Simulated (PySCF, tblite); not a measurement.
**C5H13Si2 radical: geometry, infrared bands and EPR parameters**

What infrared bands and EPR parameters should C5H13Si2 radical (`[CH2][C@H](C)/C([SiH3])=C\[SiH3]`) show?

Programs: tblite 0.8.0 and PySCF 2.14.0, with density-fitted response routines of our own. Each step states its level of theory. These are calculated values for one molecule in the gas phase, unless marked as measured. Atoms count from 0, in the outputs and in this text.

**1. Starting geometry**

20 atoms, charge 0, multiplicity 2; geometry from: force field or distance geometry start.

Bonds of the start (Å): C0–C1 1.52, C1–C2 1.52, C1–C3 1.53, C3–Si4 1.90, C3–C5 1.35, C5–Si6 1.84, C0–H7 1.09, C0–H8 1.08, C1–H9 1.10, C2–H10 1.11, C2–H11 1.10, C2–H12 1.08, Si4–H13 1.49, Si4–H14 1.50, Si4–H15 1.49, C5–H16 1.09, Si6–H17 1.48, Si6–H18 1.49, Si6–H19 1.48.

**2. Relaxing the molecule with GFN2-xTB**

The job: settings as JSON, then the geometry in Å.

```
{"job": {"kind": "relax", "xc": "GFN2-xTB", "basis": "xTB"}, "charge": 0, "multiplicity": 2}
C     -0.206400    -1.561300     1.217000
C     -0.868900    -0.671500     0.183400
C     -0.896300    -1.354400    -1.179400
C     -0.226900     0.720600     0.113600
Si    -1.515200     2.119400     0.177200
C      1.081700     1.035600     0.026000
Si     2.595900    -0.003300    -0.067800
H      0.067400    -1.146400     2.189600
H     -0.271500    -2.640700     1.128900
H     -1.911000    -0.590200     0.532300
H     -1.416200    -0.718200    -1.919600
H     -1.459000    -2.301200    -1.131000
H      0.089500    -1.572800    -1.557000
H     -2.559600     1.840800    -0.844100
H     -0.853100     3.423000    -0.134700
H     -2.123400     2.174400     1.535100
H      1.380000     2.086300    -0.008700
H      3.737300     0.841400    -0.472500
H      2.905000    -0.585400     1.271600
H      2.445400    -1.085400    -1.062900
```

Command:

```console
$ OMP_NUM_THREADS=1 python probes_run.py task.json out
```

The driver reads the jobs from task.json and runs them one after another.

**Question.** This job is followed by: GFN2-xTB harmonic vibrations, gas phase; UKS B3LYP, pcH-1 on C H Si, non-relativistic, mean-field spin-orbit, GIAO. Predict these results of the whole session: strongest single infrared mode (GFN2-xTB); zero-point energy (GFN2-xTB); g(iso) (B3LYP); ⟨S²⟩; largest a(iso) (averaged by class); surface potential, 1st and 99th percentile.

**Answer**, as computed:

```
                                 quantity                           value
strongest single infrared mode (GFN2-xTB)           2234 cm⁻¹, 406 km/mol
             zero-point energy (GFN2-xTB)                   93.9 kcal/mol
                           g(iso) (B3LYP)                         2.00249
                                     ⟨S²⟩              0.757 (exact 0.75)
       largest a(iso) (averaged by class)  1H on H17, H18, H19, 269.4 MHz
    surface potential, 1st and 99th percentile              -0.41 V and 0.97 V
```

In words: The optimisation took 98 steps and gained 0.465 eV; among the close pairs (by a distance rule), C0–Si6 changed most, from 3.454 to 2.054 Å. All 54 modes are real, so the xTB geometry is a minimum. The strongest single mode, at 2234 cm⁻¹, moves mainly H13 and H15. GFN2-xTB is a fitted tight-binding method: band positions and strengths are rough. Its intensities can rank the bands wrongly. C0 carries the largest spin population, 0.49 e. The isotropic g lies 0.2 ppt above the free-electron value.
